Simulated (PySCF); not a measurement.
# F2Mn (MnF2): the cost of one run

Computed with PySCF 2.14.0 and routines of our own; the level stands in each step. Atoms count from 0.

## 1. The system as given

3 atoms, charge 0, states of the metal's open shell are computed; geometry from: model geometry, bond lengths from ionic radii.

## 2. Ligand-field states: state-averaged CASSCF

The job: settings as JSON, then the geometry in Å.

```
{"job": {"kind": "lf", "basis": {"metal": "x2c-TZVPall", "ligand": "x2c-SVPall"}, "nevpt": true}, "charge": 0, "metal": "Mn", "open_shell": "d5"}
Mn     0.000000     0.000000     0.000000
F      0.000000     0.000000     1.890000
F      0.000000     0.000000    -1.890000
```

Level: state-averaged CASSCF of the metal d shell, SC-NEVPT2 on the averaged canonical orbitals, state-interaction spin-orbit coupling.

On the command line:

```bash
$ OMP_NUM_THREADS=1 python lf_run.py task.json out
```

This one command runs all jobs of the session in turn.

**Question.** How long does this first job take on 1 thread of Intel Xeon Platinum 8259CL at 2.50GHz, shared host, and how much memory does it need?

About 19 s, with a peak of 0.24 GiB.
